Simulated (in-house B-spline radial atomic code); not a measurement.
# Te⁸⁺: excited configurations in jj coupling

Aim: the energies of several excited configurations of Te⁸⁺ above a reference configuration, each from its own self-consistent run.

Method: Dirac-Hartree-Fock, average of configuration, Fermi nucleus, basis-set limit. Code: in-house B-spline radial atomic code version 1.

### 1 What is computed

| Item | Value |
| --- | --- |
| element | tellurium (Z = 52) |
| charge | +8 |
| electrons | 44 |
| configuration | 1s2 2s2 2p6 3s2 3p6 3d10 4s2 4p6 4d-4 4d+4 |
| Hamiltonian | Dirac-Coulomb |
| nucleus | Fermi, rms radius 4.742 fm |

In configurations, a minus sign after the shell means j = l − 1/2 and a plus sign j = l + 1/2; the count of electrons follows.

Settings of the run:

```ini
Z = 52
electrons = 44.0
configuration = 1s2 2s2 2p6 3s2 3p6 3d10 4s2 4p6 4d-4 4d+4
hamiltonian = dirac
method = hf
spin_polarised = False
nucleus = fermi
rms_radius = 4.7423
mass_number = 130
atomic_mass = 129.906222745
speed_of_light = 137.035999084
```

This reference run was done before. Its total energy is -6776.010008 hartree, and its levels are (the highest eight at most):

| orbital | occupation | energy (eV) | <r> (bohr) |
| --- | --- | --- | --- |
| 3p3/2 | 4 | -973.95 | 0.3219 |
| 3d3/2 | 4 | -736.89 | 0.2931 |
| 3d5/2 | 6 | -725.09 | 0.2972 |
| 4s1/2 | 2 | -312.56 | 0.7555 |
| 4p1/2 | 2 | -264.26 | 0.7864 |
| 4p3/2 | 4 | -250.92 | 0.8099 |
| 4d3/2 | 4 | -171.63 | 0.8963 |
| 4d5/2 | 4 | -169.52 | 0.9054 |

### 2 Run with 1s2 2s2 2p6 3s2 3p6 3d10 4s2 4p6 4d-1 4d+6 6g-1

Settings of the run:

```ini
Z = 52
electrons = 44.0
configuration = 1s2 2s2 2p6 3s2 3p6 3d10 4s2 4p6 4d-1 4d+6 6g-1
hamiltonian = dirac
method = hf
spin_polarised = False
nucleus = fermi
rms_radius = 4.7423
mass_number = 130
atomic_mass = 129.906222745
speed_of_light = 137.035999084
```

### 3 1s2 2s2 2p6 3s2 3p6 3d10 4s2 4p-2 4p+3 4d-3 4d+5 5p+1

The settings differ from step 2 so:

```diff
@@ -2,3 +2,3 @@
 electrons = 44.0
-configuration = 1s2 2s2 2p6 3s2 3p6 3d10 4s2 4p6 4d-1 4d+6 6g-1
+configuration = 1s2 2s2 2p6 3s2 3p6 3d10 4s2 4p-2 4p+3 4d-3 4d+5 5p+1
 hamiltonian = dirac
```

### 4 Run with 1s2 2s2 2p6 3s2 3p6 3d10 4s2 4p-2 4p+3 4d-3 4d+5 7g+1

The settings differ from step 3 so:

```diff
@@ -2,3 +2,3 @@
 electrons = 44.0
-configuration = 1s2 2s2 2p6 3s2 3p6 3d10 4s2 4p-2 4p+3 4d-3 4d+5 5p+1
+configuration = 1s2 2s2 2p6 3s2 3p6 3d10 4s2 4p-2 4p+3 4d-3 4d+5 7g+1
 hamiltonian = dirac
```

### 5 1s2 2s2 2p6 3s2 3p6 3d10 4s2 4p-2 4p+3 4d-3 4d+5 7f-1

The settings differ from step 4 so:

```diff
@@ -2,3 +2,3 @@
 electrons = 44.0
-configuration = 1s2 2s2 2p6 3s2 3p6 3d10 4s2 4p-2 4p+3 4d-3 4d+5 7g+1
+configuration = 1s2 2s2 2p6 3s2 3p6 3d10 4s2 4p-2 4p+3 4d-3 4d+5 7f-1
 hamiltonian = dirac
```

### 6 1s2 2s2 2p6 3s2 3p6 3d-3 3d+6 4s2 4p6 4d-3 4d+5 7f-1

The settings differ from step 5 so:

```diff
@@ -2,3 +2,3 @@
 electrons = 44.0
-configuration = 1s2 2s2 2p6 3s2 3p6 3d10 4s2 4p-2 4p+3 4d-3 4d+5 7f-1
+configuration = 1s2 2s2 2p6 3s2 3p6 3d-3 3d+6 4s2 4p6 4d-3 4d+5 7f-1
 hamiltonian = dirac
```

### 7 Configuration 1s2 2s2 2p6 3s2 3p6 3d-4 3d+5 4s2 4p6 4d-3 4d+5 8f-1

The settings differ from step 6 so:

```diff
@@ -2,3 +2,3 @@
 electrons = 44.0
-configuration = 1s2 2s2 2p6 3s2 3p6 3d-3 3d+6 4s2 4p6 4d-3 4d+5 7f-1
+configuration = 1s2 2s2 2p6 3s2 3p6 3d-4 3d+5 4s2 4p6 4d-3 4d+5 8f-1
 hamiltonian = dirac
```

### 8 1s2 2s2 2p6 3s2 3p6 3d-4 3d+5 4s2 4p6 4d-3 4d+6

The settings differ from step 7 so:

```diff
@@ -2,3 +2,3 @@
 electrons = 44.0
-configuration = 1s2 2s2 2p6 3s2 3p6 3d-4 3d+5 4s2 4p6 4d-3 4d+5 8f-1
+configuration = 1s2 2s2 2p6 3s2 3p6 3d-4 3d+5 4s2 4p6 4d-3 4d+6
 hamiltonian = dirac
```

### 9 1s2 2s2 2p6 3s2 3p6 3d10 4s2 4p6 4d-1 4d+6 8p-1

The settings differ from step 8 so:

```diff
@@ -2,3 +2,3 @@
 electrons = 44.0
-configuration = 1s2 2s2 2p6 3s2 3p6 3d-4 3d+5 4s2 4p6 4d-3 4d+6
+configuration = 1s2 2s2 2p6 3s2 3p6 3d10 4s2 4p6 4d-1 4d+6 8p-1
 hamiltonian = dirac
```

**Question.** How far above the reference does each configuration lie (order and size, in eV)?

**Answer**, as computed:

| net move | configuration | energy above the reference (eV) | with Breit, QED, recoil (eV) | largest <r> (bohr) |
| --- | --- | --- | --- | --- |
| 3×4d3/2 → 2×4d5/2, 6g7/2 | 1s2 2s2 2p6 3s2 3p6 3d10 4s2 4p6 4d-1 4d+6 6g-1 | 141.96 | 141.84 | 4.80 |
| 3×4d3/2 → 2×4d5/2, 8p1/2 | 1s2 2s2 2p6 3s2 3p6 3d10 4s2 4p6 4d-1 4d+6 8p-1 | 145.53 | 145.42 | 6.65 |
| 4d3/2, 4p3/2 → 4d5/2, 5p3/2 | 1s2 2s2 2p6 3s2 3p6 3d10 4s2 4p-2 4p+3 4d-3 4d+5 5p+1 | 151.93 | 151.76 | 1.80 |
| 4d3/2, 4p3/2 → 4d5/2, 7f5/2 | 1s2 2s2 2p6 3s2 3p6 3d10 4s2 4p-2 4p+3 4d-3 4d+5 7f-1 | 226.10 | 225.88 | 6.37 |
| 4d3/2, 4p3/2 → 4d5/2, 7g9/2 | 1s2 2s2 2p6 3s2 3p6 3d10 4s2 4p-2 4p+3 4d-3 4d+5 7g+1 | 229.41 | 229.19 | 6.93 |
| 3d5/2, 4d3/2 → 2×4d5/2 | 1s2 2s2 2p6 3s2 3p6 3d-4 3d+5 4s2 4p6 4d-3 4d+6 | 542.75 | 542.48 | 0.883 |
| 3d5/2, 4d3/2 → 4d5/2, 8f5/2 | 1s2 2s2 2p6 3s2 3p6 3d-4 3d+5 4s2 4p6 4d-3 4d+5 8f-1 | 693.77 | 693.50 | 8.65 |
| 3d3/2, 4d3/2 → 4d5/2, 7f5/2 | 1s2 2s2 2p6 3s2 3p6 3d-3 3d+6 4s2 4p6 4d-3 4d+5 7f-1 | 697.88 | 697.35 | 6.33 |

What this shows: The energies run from 141.96 eV (3×4d3/2 → 2×4d5/2, 6g7/2) to 697.88 eV (3d3/2, 4d3/2 → 4d5/2, 7f5/2). 5 of them lie more than 2 % above the ionisation threshold that Koopmans' theorem gives (169.52 eV), where such states can decay by emitting an electron. Two partly filled shells share a symmetry and can mix in the average, which may lower the energy, for: 4d3/2, 4p3/2 → 4d5/2, 5p3/2; 3d5/2, 4d3/2 → 4d5/2, 8f5/2; 3d3/2, 4d3/2 → 4d5/2, 7f5/2. These are averages over configurations, without correlation, not spectroscopic levels.
